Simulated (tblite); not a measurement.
# C7H13NOSi: the cost of one run

Computed with tblite 0.8.0 and PySCF 2.14.0, with density-fitted response routines of our own, on a single molecule in the gas phase. Atoms are numbered from 0 throughout.

### 1 Starting geometry

23 atoms, charge 0, multiplicity 1; geometry from: force field or distance geometry start.

Bonds of the start (Å): C0–C1 1.35, C1–C2 1.52, C2–N3 1.41, N3–C4 1.42, C4–C5 1.48, C4–O6 1.24, C2–Si7 1.83, Si7–C8 1.85, C8–C9 1.49, C8–C2 1.52, C0–H10 1.09, C0–H11 1.09, C1–H12 1.06, N3–H13 1.08, C5–H14 1.11, C5–H15 1.11, C5–H16 1.10, Si7–H17 1.48, Si7–H18 1.45, C8–H19 1.13, C9–H20 1.11, C9–H21 1.12, C9–H22 1.13.

### 2 Geometry optimisation with GFN2-xTB

What the job is given:

```
{"job": {"kind": "relax", "xc": "GFN2-xTB", "basis": "xTB"}, "charge": 0, "multiplicity": 1}
C     -1.239200    -2.394600    -0.977800
C     -0.689600    -1.339100    -1.610800
C     -0.220900    -0.142500    -0.801400
N      0.936200    -0.407700    -0.045500
C      1.642000     0.504700     0.779900
C      2.842100     0.049100     1.518000
O      1.278000     1.683300     0.862200
Si    -0.570600     1.500900    -1.538600
C     -1.443100     0.544800    -0.213300
C     -1.504900     0.977500     1.208000
H     -1.571100    -3.250500    -1.569000
H     -1.395000    -2.407900     0.105400
H     -0.557200    -1.349100    -2.658100
H      1.344100    -1.403900    -0.057100
H      3.728300     0.259500     0.880700
H      2.896600     0.606000     2.481800
H      2.806000    -1.028400     1.756200
H     -1.214500     1.516700    -2.868100
H      0.172600     2.708500    -1.220800
H     -2.444100     0.158500    -0.571200
H     -1.382500     2.078800     1.314100
H     -0.873900     0.384900     1.912600
H     -2.544300     0.777600     1.595700
```

On the command line:

```console
$ OMP_NUM_THREADS=1 python probes_run.py task.json out
```

The driver reads the jobs from task.json and runs them one after another.

Q: Estimate the wall time and peak memory of this first job on 1 thread of Arm Neoverse N1, shared host.

About 3.2 s, with a peak of 0.18 GiB.
